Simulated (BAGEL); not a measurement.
# [CSO3F3]− (SMILES [O-]S(=O)(=O)C(F)(F)F): a chain of runs

We compute the energy (HF/def2-SVP), then the energy (NEVPT2(2,2)/def2-SVP) of [CSO3F3]−. 

The results are computed with BAGEL 1.2.2.

1 further run of the same task is left out (set aside as unsound or not needed).

**1. The system as given**

The species is [CSO3F3]− (8 atoms), meant as a singlet with charge -1. SMILES: `[O-]S(=O)(=O)C(F)(F)F`. One bond was lengthened or shortened from a relaxed shape.

Bond lengths: O1–S2 1.447 Å, S2–O3 1.447 Å, S2–O4 1.664 Å, S2–C5 1.853 Å, C5–F6 1.341 Å, C5–F7 1.341 Å, C5–F8 1.341 Å. Some angles: O1–S2–O3 115.5°, O1–S2–O4 115.5°, O1–S2–C5 102.4°, O3–S2–O4 115.5°, O3–S2–C5 102.4°, O4–S2–C5 102.4°, S2–C5–F6 111.9°, S2–C5–F7 111.9°, S2–C5–F8 111.9°, F6–C5–F7 106.9°.

**2. A single-point energy at HF/def2-SVP (density fitting with svp-jkfit) (run 1)**

calc.json reads:

```json
{ "bagel" : [

{
  "title" : "molecule",
  "basis" : "svp",
  "df_basis" : "svp-jkfit",
  "angstrom" : true,
  "geometry" : [
    { "atom" : "O", "xyz" : [   -0.502922,   -1.768187,    0.744026 ] },
    { "atom" : "S", "xyz" : [    0.463698,   -0.829557,    0.217276 ] },
    { "atom" : "O", "xyz" : [    1.571308,   -0.517137,    1.093886 ] },
    { "atom" : "O", "xyz" : [    0.853150,   -1.026290,   -1.388190 ] },
    { "atom" : "C", "xyz" : [   -0.491672,    0.758503,    0.202696 ] },
    { "atom" : "F", "xyz" : [   -0.905132,    1.105243,    1.430756 ] },
    { "atom" : "F", "xyz" : [    0.241628,    1.779603,   -0.265214 ] },
    { "atom" : "F", "xyz" : [   -1.585672,    0.677493,   -0.569254 ] }
  ]
},
{
  "title" : "hf",
  "charge" : -1
},
{
  "title" : "print",
  "file" : "orbitals.molden",
  "orbitals" : true
}

]}
```

Run with:

```bash
$ BAGEL_NUM_THREADS=1 BAGEL calc.json > calc.out
```

Standard output:

```text
* using 1 threads per process

  ===============================================================
  ===============================================================

  *** Geometry ***

  { "atom" : "O", "xyz" : [     -0.950385,     -3.341389,      1.406005 ] },
  { "atom" : "S", "xyz" : [      0.876262,     -1.567636,      0.410592 ] },
  { "atom" : "O", "xyz" : [      2.969342,     -0.977247,      2.067145 ] },
  { "atom" : "O", "xyz" : [      1.612220,     -1.939407,     -2.623299 ] },
  { "atom" : "C", "xyz" : [     -0.929125,      1.433363,      0.383040 ] },
  { "atom" : "F", "xyz" : [     -1.710452,      2.088607,      2.703737 ] },
  { "atom" : "F", "xyz" : [      0.456611,      3.362962,     -0.501182 ] },
  { "atom" : "F", "xyz" : [     -2.996486,      1.280276,     -1.075734 ] },

  Number of auxiliary basis functions:      665

  Since a DF basis is specified, we compute 2- and 3-index integrals:
    o Being stored without compression. Storage requirement is 0.072 GB

  Number of basis functions:      116
  Number of electrons      :       73

    * METHOD: MOLECULE                             0.30

  *** RHF ***

  === Nuclear Repulsion ===
   545.4022445463

      * DIIS with orbital gradients will be used.

  === RHF iteration (svp) ===
      0       -957.01056726          0.02508635           0.13
      1       -957.24913815          0.02115518           0.12
      2       -957.64905092          0.00160261           0.13
      3       -957.65223548          0.00080016           0.13
      4       -957.65321795          0.00022059           0.13
      5       -957.65331600          0.00008175           0.13
      6       -957.65334060          0.00003783           0.13
      7       -957.65334585          0.00001353           0.13
      8       -957.65334635          0.00000441           0.12
      9       -957.65334640          0.00000159           0.13
     10       -957.65334641          0.00000096           0.12
     11       -957.65334641          0.00000028           0.13
     12       -957.65334641          0.00000013           0.13
     13       -957.65334641          0.00000006           0.13
     14       -957.65334641          0.00000002           0.13
     15       -957.65334641          0.00000001           0.13
     16       -957.65334641          0.00000001           0.13
    * SCF iteration converged.

    * Permanent dipole moment:
           (    0.963229,    -1.481919,    -0.411606) a.u.

    * METHOD: HF                                   2.39

    * METHOD: PRINT                                0.02

  ===============================================================
```

Wall time 2.9 s (1 thread of AMD EPYC 9R45 (Zen 5), shared host); peak memory 0.25 GiB.

**3. A single-point energy at NEVPT2(2,2)/def2-SVP (density fitting with svp-jkfit) (run 2)**

calc.json reads:

```json
{ "bagel" : [

{
  "title" : "molecule",
  "basis" : "svp",
  "df_basis" : "svp-jkfit",
  "angstrom" : "true",
  "geometry" : [
    { "atom" : "O", "xyz" : [      -0.502922,      -1.768187,       0.744026 ] },
    { "atom" : "S", "xyz" : [       0.463698,      -0.829557,       0.217276 ] },
    { "atom" : "O", "xyz" : [       1.571308,      -0.517137,       1.093886 ] },
    { "atom" : "O", "xyz" : [       0.853150,      -1.026290,      -1.388190 ] },
    { "atom" : "C", "xyz" : [      -0.491672,       0.758503,       0.202696 ] },
    { "atom" : "F", "xyz" : [      -0.905132,       1.105243,       1.430756 ] },
    { "atom" : "F", "xyz" : [       0.241628,       1.779603,      -0.265214 ] },
    { "atom" : "F", "xyz" : [      -1.585672,       0.677493,      -0.569254 ] }
  ]
},

{
  "title" : "hf",
  "charge" : -1
},

{
  "title" : "casscf",
  "nstate" : 1,
  "nact" : 2,
  "nclosed" : 36,
  "charge" : -1,
  "active" : [18, 39],
  "maxiter" : 200,
  "natocc" : "true"
},

{
  "title" : "nevpt2",
  "nstate" : 1,
  "nact" : 2,
  "nclosed" : 36,
  "charge" : -1,
  "active" : [18, 39],
  "maxiter" : 200,
  "natocc" : "true",
  "ncore" : 12
},

{
  "title" : "print",
  "file" : "orbitals.molden",
  "orbitals" : "true"
}

]}
```

Run with:

```bash
$ BAGEL_NUM_THREADS=1 BAGEL calc.json > calc.out
```

Standard output:

```text
* using 1 threads per process

  ===============================================================
  ===============================================================

  *** Geometry ***

  { "atom" : "O", "xyz" : [     -0.950385,     -3.341389,      1.406005 ] },
  { "atom" : "S", "xyz" : [      0.876262,     -1.567636,      0.410592 ] },
  { "atom" : "O", "xyz" : [      2.969342,     -0.977247,      2.067145 ] },
[... 4 lines of this table left out ...]
  { "atom" : "F", "xyz" : [     -2.996486,      1.280276,     -1.075734 ] },

  Number of auxiliary basis functions:      665

  Since a DF basis is specified, we compute 2- and 3-index integrals:
    o Being stored without compression. Storage requirement is 0.072 GB

  Number of basis functions:      116
  Number of electrons      :       73

    * METHOD: MOLECULE                             0.31

  *** RHF ***

[... 11 lines left out ...]
    * SCF iteration converged.
[... 1 line left out ...]
    * Permanent dipole moment:
[... 27 lines left out ...]
    * Second-order optimization converged. *

     guess   0:   closed 1.                   open ..

  === FCI iteration ===

      0  0      -957.65294596     9.13e-02      0.00
      1  0      -957.67734492     2.84e-03      0.00
      2  0 *    -957.67738259     1.02e-15      0.00

     * ci vector, state   0, <S^2> = 0.0000
       2.     0.9911517367
       .2    -0.1327336991

    * METHOD: CASSCF                              15.56

    * freezing 12 orbitals

  === DF-NEVPT2 calculation ===

    * 3-index integral transformation done
    * assembly done

      NEVPT2 correlation energy:   -1.3456701017      0.40

          (+0)     -1.2013841475
          (+0)'    -0.0551063812
          (+1)     -0.0307696778
          (+1)'    -0.0000000000
          (+2)     -0.0017618237
          (-1)     -0.0519725963
          (-1)'     0.0000000000
          (-2)     -0.0046754752

      NEVPT2 total energy:       -959.0230526931

    * METHOD: NEVPT2                               0.66

    * METHOD: PRINT                                0.02

  ===============================================================
```

Run time: 19 s. Hardware: 1 thread of AMD EPYC 9R45 (Zen 5), shared host; peak memory 0.27 GiB.

**4. Results**

```
                                                                 quantity          value
                                         run 1, HF/def2-SVP: total energy  -957.65335 Eh
                                          run 1, HF/def2-SVP: HOMO energy       -6.92 eV
                                          run 1, HF/def2-SVP: LUMO energy       11.23 eV
run 1, HF/def2-SVP: HOMO–LUMO gap (to an unbound level, set by the basis)       18.15 eV
                                run 2, NEVPT2(2,2)/def2-SVP: total energy  -959.02305 Eh
```
